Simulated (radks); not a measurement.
**Ge²⁺ in [Ar] 3d10 4s1 5s1: an all-electron calculation**

An exercise on one series of results from a longer session: the logs are not shown, and one member is left open.

The numbers are computed with radks (a radial shooting solver on a logarithmic mesh, Libxc functionals) version 1 (Dirac Kohn-Sham, PW91, spin-unpolarised, spherical densities, point nucleus), except any that are marked as measured or tabulated.

**What is computed**

* element: germanium (Z = 32)
* charge: +2
* electrons: 30
* configuration: [Ar] 3d10 4s1 5s1

The outer shells:

Ge²⁺
```
[Ar] core
3d [↑↓][↑↓][↑↓][↑↓][↑↓]
4s [↑ ]
5s [↑ ]
```

The first run:

Settings of this run:

```text
Z 32
configuration [Ar] 3d10 4s1 5s1
relativity Dirac
functional pw91,pw91
spin unpolarised
j_filling energy
nucleus point
c 137.035999084
```

Launch:

```
python run_ks.py task.json out
```

All runs below come from this command, one after another.

One table of the session follows, with a row left open; its other results are not shown here.

It belongs to the step «Orbitals and density». Radial moments (bohr):

| level | <r> | outermost maximum (interpolated) | 90 % within | nodes |
| --- | --- | --- | --- | --- |
| 1s1/2 | 0.04700 | 0.0307 | 0.0840 | 0 |
| 2s1/2 | 0.2098 | 0.176 | 0.325 | 1 |
| 2p1/2 | 0.1812 | 0.139 | 0.297 | 0 |
| 2p3/2 | 0.1848 | 0.142 | 0.302 | 0 |
| 3s1/2 | 0.6240 | 0.542 | 0.934 | 2 |
| 3p1/2 | 0.6393 | 0.537 | 0.983 | 1 |
| 3p3/2 | 0.6499 | 0.546 | 0.999 | 1 |
| 3d3/2 | 0.7229 | 0.501 | 1.22 | 0 |
| 3d5/2 | ? | ? | ? | ? |
| 4s1/2 | 1.868 | 1.62 | 2.75 | 3 |
| 5s1/2 | 4.355 | 4.14 | 6.16 | 4 |

Estimate the missing values for 3d5/2.

**Answer.** <r>: 0.7278; outermost maximum (interpolated): 0.504; 90 % within: 1.23; nodes: 0. In the column «<r>» it lies between 3d3/2 (0.7229) and 4s1/2 (1.868).
